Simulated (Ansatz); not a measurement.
# KSr3 (Pm-3m): relaxation of the ions

Where do the atoms of KSr3 (Pm-3m) settle in the given cell? A script is to give a relaxation of the ions; the system is KSr3 (Pm-3m).

Program: the Python package of Ansatz 0.2.0. Level of theory: DFT PBEsol, plane waves, PAW. These are calculated values, not measurements.

### Step 1. The system

It takes space group Pm-3m (No. 221, cubic). The conventional cell has a = 6.152 Å, b = 6.152 Å, c = 6.152 Å, α = 90.00°, β = 90.00°, γ = 90.00°. K (site symmetry m-3m) is surrounded by 12 Sr at 4.35 Å. Around Sr (site symmetry 4/mmm) lie 4 K at 4.35 Å and 8 Sr at 4.35 Å.

The script reads POSCAR_ksr3:

```text
KSr3
1.0
   6.15229700    0.00000000    0.00000000
   0.00000000    6.15229700    0.00000000
   0.00000000    0.00000000    6.15229700
K Sr
1 3
Direct
   0.00000000    0.00000000    0.00000000
   0.50000000    0.00000000    0.50000000
   0.00000000    0.50000000    0.50000000
   0.50000000    0.50000000    0.00000000
```

### Step 2. Script

relax.py

```python
'''Geometry optimisation of KSr3 from a disturbed start.'''

import warnings

import ansatz as az
from ase import Atoms
from ase.io import read
from ase.neighborlist import neighbor_list
import matplotlib.pyplot as plt
import numpy as np
from pymatgen.core import Structure

warnings.simplefilter('ignore', az.DeckWarning)

atoms = read('POSCAR_ksr3', format='vasp')
xtal = az.Crystal.from_ase(atoms)

calc = (
    xtal.calculation()
    .functional(az.Functional.PBESOL)
    .accuracy('medium')
    .pseudopotentials('paw')
    .basis(35 * az.Ry)
    .kpoints(density=2.0)
    .occupations('cold', width=0.02)
    .scf(tolerance=1e-05, max_iterations=60)
    .relax(force_tolerance=0.001, max_displacement=0.3, random_displacement=True, displacement_amplitude=0.05, displacement_seed=174)
)
steps = []


def collect(event):
    if event['event'] == 'relax_step':
        steps.append(event['data'])


outcome = calc.session().plan().execute(on_event=collect)
data = outcome.report
print('step   energy (eV)     max comp. (eV/A)  SCF')
for s in steps:
    print(f'{s["step"]:4d} {s["lagrangian_ev"]:15.5f} {s["allowed_force_max_ev_ang"]:12.4f} {s["n_scf"]:5d}')

first, last = steps[0], steps[-1]
symbols = [site.symbol for site in outcome.lattice.sites]
print(f'energy gained {first["lagrangian_ev"] - last["lagrangian_ev"]:.4f} eV in {len(steps) - 1} steps')

fig, (top, bottom) = plt.subplots(2, 1, sharex=True, figsize=(4.5, 4))
top.plot([s['lagrangian_ev'] - last['lagrangian_ev'] for s in steps], 'o-')
top.set_ylabel('E - E(final) (eV)')
bottom.semilogy([max(s['allowed_force_max_ev_ang'], 1e-6) for s in steps], 's-')
bottom.set(xlabel='step', ylabel='largest force (eV/A)')
fig.tight_layout()
fig.savefig('relax.png', dpi=100)

print('relaxed fractional positions')
for site in outcome.lattice.sites:
    print(f'  {site.symbol:2s}', ' '.join(f'{v % 1:8.5f}' for v in np.round(site.position_frac, 5)))

final = Atoms(symbols, positions=last['positions_ang'], cell=outcome.lattice.cell_ang, pbc=True)
i, j, d = neighbor_list('ijd', final, 4.5)
print('neighbours within 1.1 times the shortest distance of each atom (A)')
for atom in range(len(final)):
    near = [m for m in np.argsort(d) if i[m] == atom]
    shell = [m for m in near if d[m] < 1.1 * d[near[0]]]
    print(f'{symbols[atom]}{atom} ({len(shell)}):', ', '.join(f'{symbols[j[m]]} {d[m]:.3f}' for m in shell))

print(f'free energy      {data["free_energy_ev"]:.5f} eV')
print(f'per atom         {data["free_energy_ev"] / len(outcome.lattice.sites):.5f} eV')
print(f'SCF iterations   {data["n_iterations"]}  (converged: {data["converged"]})')

print(len(data['kpoints_frac']), 'irreducible k-points (fractions, weight)')
for k, weight in list(zip(data['kpoints_frac'], data['kweights']))[:20]:
    print('  {:8.4f} {:8.4f} {:8.4f}'.format(*k), f'{weight:10.6f}')

final = Structure(outcome.lattice.cell_ang, [s.symbol for s in outcome.lattice.sites], [s.position_frac for s in outcome.lattice.sites])
distances = np.array([n.nn_distance for shell in final.get_all_neighbors(6.0) for n in shell])
values, counts = np.unique(distances.round(2), return_counts=True)
print('distance (A)  neighbours per atom')
for value, count in list(zip(values, counts))[:14]:
    print(f'{value:10.2f} {count / len(final):10.2f}')
```

### Step 3. The calls as engine input

The engine receives this input:

```yaml
crystal:
  lattice:
    - [6.152297, 0.0, 0.0]
    - [0.0, 6.152297, 0.0]
    - [0.0, 0.0, 6.152297]
  atoms:
    - { symbol: K, position: [0.0, 0.0, 0.0] }
    - { symbol: Sr, position: [0.5, 0.0, 0.5] }
    - { symbol: Sr, position: [0.0, 0.5, 0.5] }
    - { symbol: Sr, position: [0.5, 0.5, 0.0] }
accuracy: medium
basis:
  ecutwfc: 476.19925930478996
kpoints:
  mp_grid:
    kspacing: 0.5
hamiltonian:
  xc: pbesol
  pseudopotentials:
    kind: paw
scf:
  max_iter: 60
  convergence:
    dr2_threshold: 1.0e-05
  occupations:
    method: cold
    width: 0.02
relax:
  f_tol: 0.001
  max_displacement: 0.3
  random_displacement:
    amplitude: 0.05
    seed: 174
```

### Step 4. Running it

Command:

```bash
$ python relax.py
```

**Question.** What results will this script give? Wanted: free energy; moves of the relaxation; energy gained; last largest force component.

**Answer**, as computed:

| quantity | value |
| --- | --- |
| free energy | -11992.2839 eV (-2998.0710 eV/atom) |
| moves of the relaxation | 3 |
| energy gained | 1.5 meV/atom |
| last largest force component | 0.0003 eV/Å |

**Reading.** The relaxation took 3 moves; the largest shift is 0.065 Å, of atom 4 (Sr). The script had first distorted the structure, so the gain undoes that, in part or whole. Within 0.02 Å the atoms end in space group Pm-3m, from P1 at the start. What to keep in mind:
- For a metal this k-point mesh is coarse: on a finer one energies can move by several to tens of meV an atom and pressures by half a GPa or more, differences at one mesh by less.
- Energies along a relaxation are free energies. A last row that repeats the one before re-solves the same geometry more tightly.
- The first row is the displaced cell, and groups found at tight tolerances show what the force threshold leaves of the kick.
- The program warned that this SCF threshold is loose for forces or stresses.
- This cell is a computed structure, which may not be the phase found in nature.
